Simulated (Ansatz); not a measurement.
# H4HfO2Se2: basis-set convergence

One table from this session's results is given with a row withheld; the runs are named, their logs left out.

Method: one geometry, several basis sets; program: Ansatz 0.2.0, Gaussian basis.

Levels to be run: PBE0-D4/def2-SVP; ωB97M-V/def2-SVP; PBE0-D4/def2-QZVPP; ωB97M-V/def2-QZVPP; the functionals' def2-TZVPP values are taken from earlier runs.

## Structure used throughout

The geometry comes from an earlier relaxation with PBE0-D4 in a triple-zeta def2 set; it is a stationary point, not always the lowest conformer. Hf takes the def2 core potential; no spin-orbit term is included.

9 atoms, charge 0, spin multiplicity 1.

Atoms are counted from 1 here; the program's logs count them from 0.

Bond lengths: O1–Hf2 1.903 Å, O1–H6 0.952 Å, Hf2–O3 1.897 Å, Hf2–Se4 2.599 Å, Hf2–Se5 2.595 Å, O3–H7 0.952 Å, Se4–H8 1.471 Å, Se5–H9 1.472 Å. Angles: Hf2–O1–H6 164.5°, O1–Hf2–O3 116.6°, O1–Hf2–Se4 106.5°, O1–Hf2–Se5 109.7°, O3–Hf2–Se4 108.8°, O3–Hf2–Se5 103.6°, Se4–Hf2–Se5 111.7°, Hf2–O3–H7 166.9°, Hf2–Se4–H8 88.6°, Hf2–Se5–H9 89.8°.

The first run:

Input file in.yaml:

```yaml
crystal:
  periodic: [false, false, false]
  atoms:
    - {symbol: O, position_ang: [-1.637496, -0.505488, 0.006790]}
    - {symbol: Hf, position_ang: [0.212530, -0.103107, -0.187041]}
    - {symbol: O, position_ang: [1.115468, -0.932721, -1.634858]}
    - {symbol: Se, position_ang: [0.384219, 2.475805, -0.461639]}
    - {symbol: Se, position_ang: [1.513190, -0.932540, 1.899564]}
    - {symbol: H, position_ang: [-2.488981, -0.931729, 0.006177]}
    - {symbol: H, position_ang: [1.367317, -1.390057, -2.431358]}
    - {symbol: H, position_ang: [-0.997499, 2.584989, 0.032266]}
    - {symbol: H, position_ang: [0.531254, -0.265172, 2.770100]}
basis:
  gaussian: {orbitals: def2-SVP}
hamiltonian: {xc: pbe0, dispersion: d4}
output: {orbitals: {seedname: orbitals}}
```

Run with:

```
$ ansatz run in.yaml --threads 4 --pin off --events-out ev --progress --plain --max-ram 10444MiB
```

Among the steps run: PBE0-D4 in def2-SVP; ωB97M-V in def2-SVP; PBE0-D4 in def2-QZVPP; ωB97M-V in def2-QZVPP.

One table of the session follows, with a row left open; its other results are not shown here.

It belongs to the step «Functionals by basis». 

```
functional       basis  HOMO (eV)
   PBE0-D4    def2-SVP      -6.56
   PBE0-D4  def2-TZVPP      -6.66
   PBE0-D4  def2-QZVPP      -6.69
   ωB97M-V    def2-SVP          ?
   ωB97M-V  def2-TZVPP      -8.72
   ωB97M-V  def2-QZVPP      -8.75
```

**Question.** Estimate the row for ωB97M-V, def2-SVP.

The run gave: HOMO (eV): -8.60. In the column «HOMO (eV)» it lies between ωB97M-V, def2-TZVPP (-8.72) and PBE0-D4, def2-QZVPP (-6.69).
